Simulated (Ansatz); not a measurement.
This geometry of a periodic cell of 19 atoms, La8O11 (host La2O3, host structure P-3m1, one O atom removed) is a first-order saddle point.

Method: Ansatz 0.2.0, DFT PBE, scalar-relativistic, plane waves, PAW. Settings: PAW set soft_1, cutoff 420 eV, k mesh 2x2x2, gaussian smearing 0.05 eV, no spin polarisation.

```xyz
19
Lattice="-3.9308 -6.8083 0.0000 5.8962 -3.4042 0.0000 0.0000 0.0000 6.1120" Properties=species:S:1:pos:R:3
La 1.915 -5.723 4.881
La 0.017 -4.485 1.566
O 0.022 -4.586 3.921
O -0.052 -6.950 -0.039
La 0.022 -2.343 4.591
La 3.985 -4.503 1.244
O -0.040 -2.238 2.230
O 2.884 -4.991 3.065
O -1.839 -3.515 0.018
La 3.900 -2.233 4.555
La 1.976 -1.143 1.505
O 3.973 -2.277 2.193
O 1.928 -1.155 3.933
O 1.850 -3.302 -0.003
La -1.963 -5.685 4.618
La 2.015 -8.008 1.534
O -1.904 -5.677 2.180
O 1.952 -7.923 3.901
O 0.062 0.118 0.031
```

Problem. Which two structures does it join? (They come from a converged band through this point; their orientation in space is the band's.)

Solution. Contacts lost: La5–O8, O8–La10. Contacts made: La2–O8, O8–La16. The atom that moves furthest is O8, by 2.70 Å; four of its nearest neighbours are La6 2.36, La1 2.38, La5 2.43, La10 2.43 Å at the first end and La1 2.36, La6 2.38, La2 2.43, La16 2.43 Å at the last.

Initial state:

```xyz
19
Lattice="-3.9308 -6.8083 0.0000 5.8962 -3.4042 0.0000 0.0000 0.0000 6.1120" Properties=species:S:1:pos:R:3
La 1.992 -5.687 4.896
La -0.024 -4.524 1.514
O 0.138 -4.617 3.871
O -0.066 -6.857 0.002
La 0.002 -2.301 4.595
La 3.984 -4.500 1.553
O -0.004 -2.277 2.177
O 3.856 -4.582 3.910
O -1.812 -3.492 -0.085
La 3.914 -2.258 4.622
La 1.963 -1.132 1.502
O 3.914 -2.258 2.201
O 1.947 -1.123 3.935
O 1.975 -3.321 0.002
La -1.936 -5.657 4.595
La 1.959 -8.007 1.552
O -1.960 -5.664 2.177
O 1.966 -7.854 3.910
O -0.058 0.035 -0.030
```

Final state:

```xyz
19
Lattice="-3.9308 -6.8083 0.0000 5.8962 -3.4042 0.0000 0.0000 0.0000 6.1120" Properties=species:S:1:pos:R:3
La 1.918 -5.716 4.568
La 0.005 -4.510 1.526
O 0.009 -4.534 3.944
O 0.063 -6.845 0.035
La 0.028 -2.286 4.607
La 3.911 -4.527 1.228
O -0.129 -2.195 2.250
O 2.045 -5.635 2.211
O -1.968 -3.485 0.005
La 3.944 -2.207 4.568
La 1.943 -1.154 1.526
O 3.937 -2.358 2.211
O 1.966 -1.145 3.944
O 1.825 -3.323 0.095
La -1.954 -5.680 4.620
La 1.990 -7.957 1.499
O -1.940 -5.688 2.184
O 1.991 -7.958 3.920
O 0.069 0.043 0.005
```

Problem. How far does it lie above each of them?

Solution. 1.19 eV above the first and 1.19 eV above the second. This is the barrier of this one path; another mechanism may lie lower. Limits of this set-up: coarse k mesh, no spin, though dangling bonds at a vacancy may carry it, a small cell, in which the defect meets its images.

Run time: 19 min on 2 threads of Arm Neoverse V2, with other jobs on the host, peak memory 1.6 GiB.
